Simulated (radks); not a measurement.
**Excited configurations of Ta**

An exercise on one series of results from a longer session: the logs are not shown, and one member is left open.

The numbers are computed with radks (a radial shooting solver on a logarithmic mesh, Libxc functionals) version 1 (scalar-relativistic Kohn-Sham, LDA (Slater exchange, Perdew-Wang correlation), spin-polarised, spherical densities, point nucleus; open shells are filled with parallel spins first), except any that are marked as measured or tabulated.

## What is computed

```
element       : tantalum (Z = 73)
charge        : 0
electrons     : 73
configuration : [Xe] 4f14 5d3 6s2
```

The outer shells:

Ta
```
[Xe] core
4f [↑↓][↑↓][↑↓][↑↓][↑↓][↑↓][↑↓]
5d [↑ ][↑ ][↑ ][  ][  ]
6s [↑↓]
```

Set-up of the first run:

Settings of this run:

```text
Z 73
configuration [Xe] 4f14 5d3 6s2
relativity scalar-relativistic
functional lda,pw
spin polarised
nucleus point
c 137.035999084
```

Among the steps run: Ground configuration: [Xe] 4f14 5d3 6s2.

One of the session's tables, all rows but one given; the rest of the session is left out.

It belongs to the step «Ground configuration: [Xe] 4f14 5d3 6s2». Radial moments (bohr):

| level | <r> | outermost maximum (interpolated) | 90 % within | nodes |
| --- | --- | --- | --- | --- |
| 5p up | ? | ? | ? | ? |
| 5p down | 1.290 | 1.12 | 1.89 | 3 |
| 4f up | 0.6414 | 0.441 | 1.08 | 0 |
| 4f down | 0.6375 | 0.440 | 1.07 | 0 |
| 6s up | 3.220 | 2.72 | 4.77 | 5 |
| 6s down | 3.391 | 2.81 | 5.08 | 5 |
| 5d up | 2.211 | 1.59 | 3.58 | 2 |
| 5d down | 2.341 | 1.59 | 3.91 | 2 |

Estimate the missing values for 5p up.

**Answer.** <r>: 1.298; outermost maximum (interpolated): 1.13; 90 % within: 1.91; nodes: 3. In the column «<r>» it lies between 5p down (1.290) and 5d up (2.211).

Limits of these values: Open shells are spherical and high-spin; term and fine-structure splittings are not resolved.
